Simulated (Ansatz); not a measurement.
# GaGe under changes of volume

One of the cells (24.335 Å³/atom); the others are scaled copies at fixed shape and fractional positions:

```
Ge Ga
1.0
     0.00000    2.89784    2.89784
     2.89784    0.00000    2.89784
     2.89784    2.89784    0.00000
Ge Ga
1 1
Direct
  0.00000 0.00000 0.00000
  0.25000 0.25000 0.25000
```

The cell comes from a database or a generator and needn't be the stable form of this composition.

| Item | Value |
| --- | --- |
| Program | Ansatz 0.2.0 |
| Functional | PBEsol |
| Potentials or basis | Ansatz PAW |
| Cutoff | 420 eV (not typed: the program's choice for these potentials) |
| k mesh | 8 × 8 × 8 |
| Occupations | fermi-dirac, width 0.05 eV |
| Spin | no spin polarisation |

```csv
volume (Å³/atom),energy over the lowest point (meV/atom),pressure (GPa)
22.875,0.70,0.8
23.361,0.00,-0.4
23.848,2.78,-1.4
24.335,8.66,-2.4
24.821,17.27,-3.2
25.308,?,?
25.795,41.45,-4.6
```

Question: What does the run at 25.308 Å³/atom give?

Answer: Energy over the lowest point 28.28 meV/atom; pressure -4.0 GPa.

Worked out: A Birch-Murnaghan fit of order 3 (a polynomial in V^(-2/3)) to the other rows has its minimum at 23.21 Å³/atom with B0 = V·E''(V) = 57 GPa and B' = 4.9. It gives 28.29 meV/atom at 25.308 Å³/atom, against the run's 28.28, and -dE/dV = -4.0 GPa, against -4.0.

Energies are extrapolated to zero smearing.

Caveats: the PAW data sets come from PBE, with cores solved anew for the run's functional, which leaves a small shift of forces and pressure.
